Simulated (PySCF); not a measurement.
# One shape, several levels: C2H6InNO (SMILES [CH3][In]([NH2])[CH]=O)

We compute a comparison of 6 runs (HF/STO-3G, HF/3-21G, HF/def2-SVP, BP86/def2-SVP, PBE/def2-SVP, PBE0/def2-SVP) of C2H6InNO. 

Program for the calculation: PySCF 2.14.0.

## (1) The structure to begin with

The species is C2H6InNO (11 atoms), meant as a singlet with charge 0. SMILES: `[CH3][In]([NH2])[CH]=O`. The shape comes from GFN2-xTB, which is rough for such elements, and wasn't checked as a minimum. This is one conformer, not always the lowest.

Bond lengths: C1–In2 2.255 Å, In2–N3 2.056 Å, In2–C4 2.305 Å, C4–O5 1.196 Å, C1–H6 1.088 Å, C1–H7 1.088 Å, C1–H8 1.088 Å, N3–H9 1.014 Å, N3–H10 1.012 Å, C4–H11 1.118 Å. Some angles: C1–In2–N3 119.8°, C1–In2–C4 132.8°, N3–In2–C4 106.0°, In2–C4–O5 124.5°, In2–C1–H6 106.9°, In2–C1–H7 110.5°, In2–C1–H8 109.9°, In2–N3–H9 119.3°, In2–N3–H10 117.5°, In2–C4–H11 115.8°.

## (2) Energy and gradient at HF/STO-3G (run 1)

Contents of calc.py:

```python
from pyscf import gto

molecule = gto.M(
    atom='''
C       -0.671680       1.072420       1.753950
In      -0.031350      -0.117050      -0.051270
N        1.941730      -0.647430      -0.279150
C       -1.049290      -0.572660      -2.068780
O       -2.175960      -0.277710      -2.340450
H        0.237010       1.388870       2.262410
H       -1.275580       0.458790       2.419810
H       -1.246530       1.941430       1.439130
H        2.177130      -1.442210      -0.862700
H        2.505300      -0.721380       0.558700
H       -0.410750      -1.083070      -2.831640
''',
    basis='sto-3g',
    max_memory=1860,
    verbose=4,
)

mf = molecule.RHF()
mf.conv_tol = 1e-10
mf.kernel()
if not mf.converged:
    mf = mf.newton().run(mf.mo_coeff, mf.mo_occ)

etot = mf.e_tot
print('Final energy', etot)
grad = mf.nuc_grad_method().kernel()
mf.analyze()
```

Run with:

```sh
$ OMP_NUM_THREADS=1 python calc.py
```

The program printed:

```text
PySCF version 2.14.0

[... 71 lines left out ...]
converged SCF energy = -5888.7333691956
[... 17 lines left out ...]
Two-electron Coulomb Energy =         2878.724703881354344
[... 7 lines left out ...]
MO #5   energy= -138.008573779903  occ= 2
[... 5 lines left out ...]
MO #11  energy= -16.5727821551865  occ= 2
[... 5 lines left out ...]
MO #17  energy= -11.0391887295507  occ= 2
[... 5 lines left out ...]
MO #23  energy= -1.30663743674822  occ= 2
[... 5 lines left out ...]
MO #29  energy= -0.55024773254543  occ= 2
[... 5 lines left out ...]
MO #35  energy= -0.496779987926932 occ= 2
[... 5 lines left out ...]
MO #41  energy= -0.227129171220609 occ= 2
[... 5 lines left out ...]
MO #47  energy= 0.728710830882342  occ= 0
[... 5 lines left out ...]
MO #53  energy= 1.01255298684109   occ= 0
[... 28 lines left out ...]
pop of  1 In 3dx2-y2      1.99999
pop of  1 In 4dxy         1.99152
pop of  1 In 4dyz         1.98393
pop of  1 In 4dz^2        1.98433
pop of  1 In 4dxz         1.99207
pop of  1 In 4dx2-y2      1.98442
pop of  2 N 1s            1.99987
pop of  2 N 2s            1.37543
pop of  2 N 2px           1.33011
pop of  2 N 2py           1.49267
pop of  2 N 2pz           1.21806
pop of  3 C 1s            1.99988
pop of  3 C 2s            1.16698
pop of  3 C 2px           0.91878
pop of  3 C 2py           0.88846
pop of  3 C 2pz           1.06111
pop of  4 O 1s            1.99991
pop of  4 O 2s            1.73882
pop of  4 O 2px           1.38021
pop of  4 O 2py           1.25737
pop of  4 O 2pz           1.78424
pop of  5 H 1s            0.98039
pop of  6 H 1s            0.98107
pop of  7 H 1s            0.97868
pop of  8 H 1s            0.92206
pop of  9 H 1s            0.92550
pop of  10 H 1s           1.01640
 ** Mulliken atomic charges  **
charge of    0C =     -0.23389
charge of    1In =      0.64987
charge of    2N =     -0.41614
charge of    3C =     -0.03520
charge of    4O =     -0.16054
charge of    5H =      0.01961
charge of    6H =      0.01893
charge of    7H =      0.02132
charge of    8H =      0.07794
charge of    9H =      0.07450
charge of   10H =     -0.01640
Dipole moment(X, Y, Z, Debye):  0.87417, -1.22522,  1.72844
```

Wall time 8.4 s (1 thread of Intel Xeon at 2.70GHz, shared host); peak memory 0.13 GiB.

## (3) Energy and gradient at HF/3-21G (run 2)

Contents of calc.py:

```python
import pyscf.grad
from pyscf import gto

system = gto.M(
    atom=[
    ('C', (-0.671680, 1.072420, 1.753950)),
    ('In', (-0.031350, -0.117050, -0.051270)),
    ('N', (1.941730, -0.647430, -0.279150)),
    ('C', (-1.049290, -0.572660, -2.068780)),
    ('O', (-2.175960, -0.277710, -2.340450)),
    ('H', (0.237010, 1.388870, 2.262410)),
    ('H', (-1.275580, 0.458790, 2.419810)),
    ('H', (-1.246530, 1.941430, 1.439130)),
    ('H', (2.177130, -1.442210, -0.862700)),
    ('H', (2.505300, -0.721380, 0.558700)),
    ('H', (-0.410750, -1.083070, -2.831640)),
],
    max_memory=1860,
    verbose=3,
    basis='3-21g',
)

hf = system.RHF()
hf.conv_tol = 1e-10
hf.kernel()
if not hf.converged:
    hf = hf.newton().run(hf.mo_coeff, hf.mo_occ)

e_final = hf.e_tot
print(f'total energy: {e_final:.8f} hartree')
grad = hf.Gradients().kernel()
dip = hf.dip_moment()
pop, q = hf.mulliken_pop()
```

Run with:

```sh
$ OMP_NUM_THREADS=1 python calc.py
```

The program printed:

```text
converged SCF energy = -5922.0859544076
total energy: -5922.08595441 hartree
--------------- RHF gradients ---------------
         x                y                z
0 C    -0.0042209328     0.0113085132     0.0150625407
1 In    -0.0040548365    -0.0095605109     0.0069228106
2 N     0.0153781361     0.0158388202    -0.0145930670
3 C    -0.0444405712     0.0105609285    -0.0189443947
4 O     0.0357206821    -0.0085956921     0.0102968060
5 H     0.0045627267    -0.0006366342    -0.0008507589
6 H    -0.0019596997    -0.0035603603     0.0007316916
7 H    -0.0021513458     0.0028114855    -0.0025772852
8 H    -0.0012912188    -0.0077610541     0.0040547928
9 H    -0.0036447962    -0.0064056724     0.0039026956
10 H     0.0061018562    -0.0039998234    -0.0040058315
----------------------------------------------
Dipole moment(X, Y, Z, Debye):  1.93313, -1.58912,  2.42240
 ** Mulliken pop  **
pop of  0 C 1s            1.98716
pop of  0 C 2s            0.34381
pop of  0 C 3s            1.17206
pop of  0 C 2px           0.52909
pop of  0 C 2py           0.51756
pop of  0 C 2pz           0.50520
pop of  0 C 3px           0.57833
pop of  0 C 3py           0.63540
pop of  0 C 3pz           0.70566
pop of  1 In 1s           1.99991
pop of  1 In 2s           1.99984
pop of  1 In 3s           1.99676
pop of  1 In 4s           1.99760
pop of  1 In 5s           0.62575
pop of  1 In 6s           0.24562
pop of  1 In 2px          1.99951
pop of  1 In 2py          1.99950
pop of  1 In 2pz          1.99948
pop of  1 In 3px          1.99868
pop of  1 In 3py          1.99859
pop of  1 In 3pz          1.99862
pop of  1 In 4px          1.98119
pop of  1 In 4py          1.97626
pop of  1 In 4pz          1.98071
pop of  1 In 5px          0.31290
pop of  1 In 5py          0.16697
pop of  1 In 5pz          0.36695
pop of  1 In 6px          0.05526
pop of  1 In 6py          0.09248
pop of  1 In 6pz          0.07086
pop of  1 In 3dxy         1.99947
pop of  1 In 3dyz         1.99908
pop of  1 In 3dz^2        1.99887
pop of  1 In 3dxz         1.99894
pop of  1 In 3dx2-y2      1.99882
pop of  1 In 4dxy         1.99695
pop of  1 In 4dyz         1.99309
pop of  1 In 4dz^2        1.99382
pop of  1 In 4dxz         1.99538
pop of  1 In 4dx2-y2      1.99400
pop of  2 N 1s            1.98672
pop of  2 N 2s            0.35971
pop of  2 N 3s            1.35337
pop of  2 N 2px           0.58638
pop of  2 N 2py           0.62194
pop of  2 N 2pz           0.55835
pop of  2 N 3px           0.86694
pop of  2 N 3py           0.92959
pop of  2 N 3pz           0.74181
pop of  3 C 1s            1.98735
pop of  3 C 2s            0.40505
pop of  3 C 3s            0.95816
pop of  3 C 2px           0.56968
pop of  3 C 2py           0.36546
pop of  3 C 2pz           0.51835
pop of  3 C 3px           0.18339
pop of  3 C 3py           0.43433
pop of  3 C 3pz           0.61039
pop of  4 O 1s            1.98680
pop of  4 O 2s            0.43326
pop of  4 O 3s            1.53197
pop of  4 O 2px           0.67816
pop of  4 O 2py           0.57193
pop of  4 O 2pz           0.82585
pop of  4 O 3px           0.75563
pop of  4 O 3py           0.77171
pop of  4 O 3pz           0.95620
pop of  5 H 1s            0.46226
pop of  5 H 2s            0.32656
pop of  6 H 1s            0.46155
pop of  6 H 2s            0.32873
pop of  7 H 1s            0.46059
pop of  7 H 2s            0.32144
pop of  8 H 1s            0.44968
pop of  8 H 2s            0.25807
pop of  9 H 1s            0.45140
pop of  9 H 2s            0.25817
pop of  10 H 1s           0.47896
pop of  10 H 2s           0.38798
 ** Mulliken atomic charges  **
charge of    0C =     -0.97427
charge of    1In =      1.16817
charge of    2N =     -1.00483
charge of    3C =     -0.03216
charge of    4O =     -0.51151
charge of    5H =      0.21118
charge of    6H =      0.20971
charge of    7H =      0.21797
charge of    8H =      0.29225
charge of    9H =      0.29043
charge of   10H =      0.13306
```

Run time: 11 s. Hardware: 1 thread of Intel Xeon at 2.70GHz, shared host; peak memory 0.16 GiB.

Runs 3 to 5 aren't shown in full; the table further down has their settings and results.

## (4) Energy and forces at PBE0/def2-SVP (core potential) (run 6)

Contents of input.py:

```python
from pyscf import gto, dft

mol = gto.M(
    atom='''
C     -0.671680     1.072420     1.753950
In    -0.031350    -0.117050    -0.051270
N      1.941730    -0.647430    -0.279150
C     -1.049290    -0.572660    -2.068780
O     -2.175960    -0.277710    -2.340450
H      0.237010     1.388870     2.262410
H     -1.275580     0.458790     2.419810
H     -1.246530     1.941430     1.439130
H      2.177130    -1.442210    -0.862700
H      2.505300    -0.721380     0.558700
H     -0.410750    -1.083070    -2.831640
''',
    ecp={'In': 'def2-svp'},
    max_memory=1860,
    verbose=4,
    basis='def2-svp',
    charge=0,
)

ks = dft.RKS(mol)
ks.xc = 'pbe0'
ks.conv_tol = 1e-10
ks.grids.level = 5
ks.kernel()
if not ks.converged:
    ks = ks.newton().run(ks.mo_coeff, ks.mo_occ)

etot = ks.e_tot
print('E(%s) = %.9f' % ('PBE0', etot))
grad = ks.nuc_grad_method().kernel()
dip = ks.dip_moment()
pop, q = ks.mulliken_pop()
```

Run with:

```sh
$ OMP_NUM_THREADS=1 python input.py
```

The program printed:

```text
PySCF version 2.14.0

[... 84 lines left out ...]
converged SCF energy = -399.486216018249
[... 13 lines left out ...]
Dipole moment(X, Y, Z, Debye):  1.64633, -1.10316,  1.66374
[... 85 lines left out ...]
pop of  5 H 2px           0.01213
pop of  5 H 2py           0.00617
pop of  5 H 2pz           0.00786
pop of  6 H 1s            0.72646
pop of  6 H 2s            0.17341
pop of  6 H 2px           0.00802
pop of  6 H 2py           0.00909
pop of  6 H 2pz           0.00919
pop of  7 H 1s            0.72609
pop of  7 H 2s            0.16983
pop of  7 H 2px           0.00771
pop of  7 H 2py           0.01107
pop of  7 H 2pz           0.00739
pop of  8 H 1s            0.71181
pop of  8 H 2s            0.11696
pop of  8 H 2px           0.01206
pop of  8 H 2py           0.01927
pop of  8 H 2pz           0.01620
pop of  9 H 1s            0.71323
pop of  9 H 2s            0.11798
pop of  9 H 2px           0.01513
pop of  9 H 2py           0.01217
pop of  9 H 2pz           0.02035
pop of  10 H 1s           0.74979
pop of  10 H 2s           0.19170
pop of  10 H 2px          0.00597
pop of  10 H 2py          0.00466
pop of  10 H 2pz          0.00943
 ** Mulliken atomic charges  **
charge of    0C =     -0.35798
charge of    1In =      0.52233
charge of    2N =     -0.46341
charge of    3C =     -0.00171
charge of    4O =     -0.20433
charge of    5H =      0.07007
charge of    6H =      0.07383
charge of    7H =      0.07791
charge of    8H =      0.12369
charge of    9H =      0.12114
charge of   10H =      0.03845
```

Wall time 72 s (1 thread of Intel Xeon at 2.70GHz, shared host); peak memory 1.1 GiB.

## (5) The series

```csv
run,level,core potential,integration grid,energy (Eh),dipole moment (D),HOMO energy (eV),LUMO energy (eV),wall time
1,HF/STO-3G,–,–,-5888.733369,2.29,-6.18,5.69,8.4 s
2,HF/3-21G,–,–,-5922.085954,3.48,-8.72,1.34,11 s
3,HF/def2-SVP (core potential),def2-svp,–,-397.538226,3.17,-9.04,1.18,20 s
4,BP86/def2-SVP (core potential),def2-svp,5,-399.849857,2.39,-4.82,-2.59,71 s
5,PBE/def2-SVP (core potential),def2-svp,5,-399.480110,2.37,-4.70,-2.50,71 s
6,PBE0/def2-SVP (core potential),def2-svp,5,-399.486216,2.59,-5.96,-1.61,72 s
```

## (6) Outcome

| quantity | value |
| --- | --- |
| run 6: total energy | -399.48622 Eh |
| run 6: dipole moment | 2.59 D |
| run 6: HOMO energy | -5.96 eV |
| run 6: LUMO energy | -1.61 eV |
| run 6: HOMO–LUMO gap | 4.35 eV |
| run 6: largest force on an atom | 1.260 eV/Å |

**Reading.** The dipole moment (its size) runs from 2.29 D (HF/STO-3G) to 3.48 D (HF/3-21G). The HOMO–LUMO gap runs from 2.20 eV (PBE/def2-SVP) to 11.87 eV (HF/STO-3G). The two ends differ in method and basis and core potential. Totals of different functionals can't be ranked against each other. Some runs of one species differ in core potentials or relativity; totals across that change don't compare. In run 1 the basis is minimal, so the values are rough. In runs 1, 2 relativity is left out where basis or elements ask for it. All runs together took 4.2 min, the longest 72 s.
